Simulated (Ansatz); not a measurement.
This script drives Ansatz's Python interface.

`freq_ch3fn2si.py`
```python
"""Vibrations of CH3FN2Si."""

import ansatz as az
import numpy as np

GEOMETRY = """
N     1.04110    0.68400    0.91860
Si   -0.53700    0.44140    0.21910
F    -0.75440    1.56150   -0.92130
C    -0.97590   -1.14220   -0.24400
N     0.12990   -1.01010   -0.68720
H     1.49610   -0.09850    0.61840
H     1.43500    1.45240    0.32590
H    -1.74260   -1.94560   -0.28530
"""

mol = az.Crystal.molecule()
for line in GEOMETRY.strip().splitlines():
    symbol, *xyz = line.split()
    mol = mol.atom(symbol, [float(v) for v in xyz])

calculation = mol.calculation().basis(gaussian="6-31G*").functional("PBE")
symbols = [site.symbol for site in mol.cartesian_sites]
start = np.array([site.position_ang for site in mol.cartesian_sites], dtype=float)
rep = calculation.relax(force_tolerance=0.003).run().report
end = np.array(rep["positions_ang"])

print("bond        before    after (A)")
for i, j in [(0, 1), (0, 5), (0, 6), (1, 2), (1, 3), (1, 4), (3, 4), (3, 7)]:
    d0, d1 = (np.linalg.norm(xyz[i] - xyz[j]) for xyz in (start, end))
    print(f"{symbols[i]}{i}-{symbols[j]}{j}".ljust(10), f"{d0:8.4f} {d1:8.4f}")
for i, j, k in [(1, 0, 5), (1, 0, 6), (5, 0, 6), (0, 1, 2), (0, 1, 3), (0, 1, 4), (2, 1, 3), (2, 1, 4)]:
    u, v = end[i] - end[j], end[k] - end[j]
    print(f"angle {symbols[i]}{i}-{symbols[j]}{j}-{symbols[k]}{k}: {np.degrees(np.arccos(np.clip(u @ v / np.linalg.norm(u) / np.linalg.norm(v), -1, 1))):.2f} deg")

# frequencies need a stationary point, so they are taken at the relaxed geometry
minimum = az.Crystal.molecule()
for symbol, xyz in zip(symbols, end):
    minimum = minimum.atom(symbol, xyz.tolist())
vibrating = minimum.calculation()
vibrating = vibrating.basis(gaussian="6-31G*")
vibrating = vibrating.functional("PBE")
vibrating = vibrating.phonons(temperatures=(298.15, 498.15, 100))
vib = vibrating.run().report["vibrations"]
sums = vib["harmonic_sums"]
modes = [m["omega_inv_cm"] for m in sums["modes_at_gamma"] if m["rigid_motion"] == "no"]
for number, w in enumerate(modes, start=1):
    print(f"mode {number:2d} {w:9.1f} 1/cm {w / 8065.544 * 1000:8.2f} meV")
print("imaginary modes:", sum(w < 0 for w in modes), " zero-point energy:", round(sums["zero_point_energy_ev"], 4), "eV")
print("T (K)   F_vib (eV)   S_vib (meV/K)   C_vib (meV/K)")
for row in zip(sums["temperatures_k"], sums["vibrational_free_energy_ev"], vib["entropy_ev_per_k"], vib["heat_capacity_ev_per_k"]):
    print(f"{row[0]:6.1f} {row[1]:11.4f} {1000 * row[2]:13.4f} {1000 * row[3]:15.4f}")
```

It is started by `python freq_ch3fn2si.py`. Estimate its wall time and peak memory on 1 thread of Arm Neoverse V2 (shared host).

It took about 100 s, with a peak of 0.22 GiB, for 2 runs of the engine.

Running `python freq_ch3fn2si.py` prints:
```text
bond        before    after (A)
N0-Si1       1.7431   1.7115
N0-H5        0.9537   1.0189
N0-H6        1.0473   1.0194
Si1-F2       1.6132   1.6148
Si1-C3       1.7073   1.7651
Si1-N4       1.8366   1.7846
C3-N4        1.1986   1.3233
C3-H7        1.1113   1.1066
angle Si1-N0-H5: 119.34 deg
angle Si1-N0-H6: 119.62 deg
angle H5-N0-H6: 112.20 deg
angle N0-Si1-F2: 106.71 deg
angle N0-Si1-C3: 126.90 deg
angle N0-Si1-N4: 126.22 deg
angle F2-Si1-C3: 123.25 deg
angle F2-Si1-N4: 117.29 deg
mode  1     156.4 1/cm    19.39 meV
mode  2     243.0 1/cm    30.13 meV
mode  3     265.6 1/cm    32.93 meV
mode  4     285.7 1/cm    35.42 meV
mode  5     312.7 1/cm    38.77 meV
mode  6     344.1 1/cm    42.67 meV
mode  7     639.8 1/cm    79.32 meV
mode  8     735.9 1/cm    91.24 meV
mode  9     798.7 1/cm    99.03 meV
mode 10     820.1 1/cm   101.68 meV
mode 11     944.2 1/cm   117.07 meV
mode 12     994.5 1/cm   123.30 meV
mode 13    1196.4 1/cm   148.33 meV
mode 14    1437.9 1/cm   178.28 meV
mode 15    1561.9 1/cm   193.65 meV
mode 16    2989.3 1/cm   370.62 meV
mode 17    3501.6 1/cm   434.15 meV
mode 18    3603.1 1/cm   446.73 meV
imaginary modes: 0  zero-point energy: 1.2914 eV
T (K)   F_vib (eV)   S_vib (meV/K)   C_vib (meV/K)
 298.1      1.2343        0.4930          0.6293
 398.1      1.1746        0.6973          0.7836
 498.1      1.0953        0.8861          0.9010
```

The frequencies are harmonic and unscaled, in a modest basis. The result belongs to the one conformer reached from this start, and soft torsions count as harmonic oscillators.

(A comment or docstring line of the script was reworded after the run, the code is as it ran; lines on the test bed's own set-up are left out of the output.)
